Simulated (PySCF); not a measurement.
**One shape, several levels: GePNH6 (SMILES [NH2][GeH2][PH2])**

We compute a comparison of 5 runs (HF/3-21G, HF/def2-SVP, B3LYP/6-31G*, PBE/def2-SVP, PBE0/def2-SVP) of GePNH6. Input form: a Python script.

The results are computed with PySCF 2.14.0.

## 1. The system as given

GePNH6: 9 atoms, total charge 0, spin state singlet. As SMILES, `[NH2][GeH2][PH2]`. The shape comes from GFN2-xTB, which is rough for such elements, and wasn't checked as a minimum. This is one conformer, not always the lowest.

Bond lengths: N1–Ge2 1.816 Å, Ge2–P3 2.295 Å, N1–H4 1.009 Å, N1–H5 1.010 Å, Ge2–H6 1.509 Å, Ge2–H7 1.533 Å, P3–H8 1.390 Å, P3–H9 1.388 Å. Some angles: N1–Ge2–P3 106.2°, N1–Ge2–H6 104.2°, N1–Ge2–H7 112.6°, P3–Ge2–H6 113.1°, P3–Ge2–H7 115.4°, Ge2–N1–H4 117.5°, Ge2–N1–H5 117.3°, Ge2–P3–H8 92.9°, Ge2–P3–H9 93.3°, H6–Ge2–H7 105.0°.

## 2. Energy and forces at HF/3-21G (run 1)

File input.py:

```python
import pyscf.grad
from pyscf import gto, scf

molecule = gto.Mole()
molecule.atom = '''
N     -1.094670     0.696980    -1.022650
Ge     0.290280     0.532470     0.139720
P     -0.110990    -1.375970     1.349300
H     -1.050930     1.446670    -1.697080
H     -1.404340    -0.139740    -1.495410
H      0.222060     1.786980     0.975440
H      1.654390     0.593230    -0.557450
H      0.364530    -2.202110     0.337370
H      1.129660    -1.338510     1.970750
'''
molecule.spin = 0
molecule.verbose = 4
molecule.basis = '3-21g'
molecule.max_memory = 1860
molecule.build()

mf = scf.RHF(molecule)
mf.conv_tol = 1e-10
mf.kernel()
if not mf.converged:
    mf = mf.newton().run(mf.mo_coeff, mf.mo_occ)

e_final = mf.e_tot
print(f'total energy: {e_final:.8f} hartree')
grad = mf.Gradients().kernel()
dip = mf.dip_moment()
pop, q = mf.mulliken_pop()
```

On the command line:

```bash
$ OMP_NUM_THREADS=1 python input.py
```

The log of the run:

```text
PySCF version 2.14.0

[... 63 lines left out ...]
converged SCF energy = -2461.95552391109
total energy: -2461.95552391 hartree
[... 11 lines left out ...]
Dipole moment(X, Y, Z, Debye):  1.60088, -0.00344, -1.94734
[... 66 lines left out ...]
charge of    8H =     -0.04047
```

Run time: 2.8 s. Hardware: 1 thread of Intel Xeon at 2.70GHz, shared host; peak memory 0.13 GiB.

## 3. Energy and gradient at HF/def2-SVP (run 2)

File calc.py:

```python
from pyscf import gto, scf

molecule = gto.M(
    atom='''
N     -2.068626     1.317101    -1.932528
Ge     0.548550     1.006222     0.264033
P     -0.209741    -2.600206     2.549807
H     -1.985970     2.733810    -3.207016
H     -2.653818    -0.264070    -2.825915
H      0.419633     3.376903     1.843314
H      3.126344     1.121042    -1.053428
H      0.688862    -4.161385     0.637537
H      2.134748    -2.529417     3.724178
''',
    verbose=3,
    basis='def2-svp',
    unit='bohr',
    max_memory=1860,
)

hf = scf.RHF(molecule)
hf.conv_tol = 1e-10
hf.kernel()
if not hf.converged:
    hf = hf.newton().run(hf.mo_coeff, hf.mo_occ)

etot = hf.e_tot
print('E(%s) = %.9f' % ('HF', etot))
grad = hf.nuc_grad_method().kernel()
hf.analyze()
```

On the command line:

```bash
$ OMP_NUM_THREADS=1 python calc.py
```

The log of the run:

```text
converged SCF energy = -2473.63756131589
[... 15 lines left out ...]
MO #6   energy= -46.2268848722926  occ= 2
[... 10 lines left out ...]
MO #17  energy= -1.63768474632068  occ= 2
[... 10 lines left out ...]
MO #28  energy= -0.443913058466407 occ= 2
[... 10 lines left out ...]
MO #39  energy= 0.373685223630064  occ= 0
[... 10 lines left out ...]
MO #50  energy= 0.730295942933289  occ= 0
[... 10 lines left out ...]
MO #61  energy= 1.14049415364906   occ= 0
[... 10 lines left out ...]
MO #72  energy= 1.89027111592916   occ= 0
[... 10 lines left out ...]
MO #83  energy= 2.48263877837319   occ= 0
[... 10 lines left out ...]
MO #94  energy= 3.73222543504115   occ= 0
[... 10 lines left out ...]
Dipole moment(X, Y, Z, Debye):  0.98120, -0.29784, -1.35986
```

Run time: 15 s. Hardware: 1 thread of Intel Xeon at 2.70GHz, shared host; peak memory 0.2 GiB.

Runs 3 to 4 aren't shown in full; the table further down has their settings and results.

## 4. Energy and gradient at PBE0/def2-SVP (run 5)

File run.py:

```python
from pyscf import gto, dft

molecule = gto.Mole()
molecule.atom = [
    ('N', (-1.094670, 0.696980, -1.022650)),
    ('Ge', (0.290280, 0.532470, 0.139720)),
    ('P', (-0.110990, -1.375970, 1.349300)),
    ('H', (-1.050930, 1.446670, -1.697080)),
    ('H', (-1.404340, -0.139740, -1.495410)),
    ('H', (0.222060, 1.786980, 0.975440)),
    ('H', (1.654390, 0.593230, -0.557450)),
    ('H', (0.364530, -2.202110, 0.337370)),
    ('H', (1.129660, -1.338510, 1.970750)),
]
molecule.basis = 'def2-svp'
molecule.max_memory = 1860
molecule.verbose = 4
molecule.spin = 0
molecule.build()

mf = dft.RKS(molecule)
mf.xc = 'pbe0'
mf.grids.level = 5
mf.conv_tol = 1e-10
mf.kernel()
if not mf.converged:
    mf = mf.newton().run(mf.mo_coeff, mf.mo_occ)

energy = mf.e_tot
print('Final energy', energy)
grad = mf.nuc_grad_method().kernel()
mf.analyze()
```

On the command line:

```bash
$ OMP_NUM_THREADS=1 python run.py
```

The log of the run:

```text
PySCF version 2.14.0

[... 94 lines left out ...]
Two-electron Energy =                 1243.603350032042044
[... 13 lines left out ...]
MO #10  energy= -4.74716948675901  occ= 2
[... 11 lines left out ...]
MO #22  energy= -0.670431163251995 occ= 2
[... 11 lines left out ...]
MO #34  energy= 0.0602371241023212 occ= 0
[... 11 lines left out ...]
MO #46  energy= 0.412402934650847  occ= 0
[... 11 lines left out ...]
MO #58  energy= 0.770577324898984  occ= 0
[... 11 lines left out ...]
MO #70  energy= 1.51358481516723   occ= 0
[... 11 lines left out ...]
MO #82  energy= 2.15631721242422   occ= 0
[... 11 lines left out ...]
MO #94  energy= 3.36419857645222   occ= 0
[... 106 lines left out ...]
Dipole moment(X, Y, Z, Debye):  0.85915, -0.28283, -1.38841
```

Wall time 48 s (1 thread of Intel Xeon at 2.70GHz, shared host); peak memory 0.93 GiB.

## 5. The series

```
run                               level  Cartesian functions  integration grid   energy (Eh)  dipole moment (D)  HOMO energy (eV)  LUMO energy (eV)  wall time
  1                            HF/3-21G                   no                 –  -2461.955524               2.52             -9.97              3.70      2.8 s
  2                         HF/def2-SVP                   no                 –  -2473.637561               1.70            -10.04              3.80       15 s
  3  B3LYP/6-31G* (Cartesian functions)                  yes                 5  -2476.474556               1.77             -6.56              0.17       35 s
  4                        PBE/def2-SVP                   no                 5  -2475.749110               1.58             -5.43             -0.31       37 s
  5                       PBE0/def2-SVP                   no                 5  -2475.847171               1.66             -6.94              0.54       48 s
```

## 6. Summary of results

```
                       quantity           value
            run 5: total energy  -2475.84717 Eh
           run 5: dipole moment          1.66 D
             run 5: HOMO energy        -6.94 eV
             run 5: LUMO energy         0.54 eV
           run 5: HOMO–LUMO gap         7.48 eV
run 5: largest force on an atom      1.178 eV/Å
```

**Reading.** The dipole moment (its size) runs from 1.58 D (PBE/def2-SVP) to 2.52 D (HF/3-21G). The two ends differ in method and basis. The HOMO–LUMO gap runs from 5.12 eV (PBE/def2-SVP) to 13.84 eV (HF/def2-SVP). Exact exchange widens orbital gaps. Totals of different functionals can't be ranked against each other. All runs together took 2.3 min, the longest 48 s.
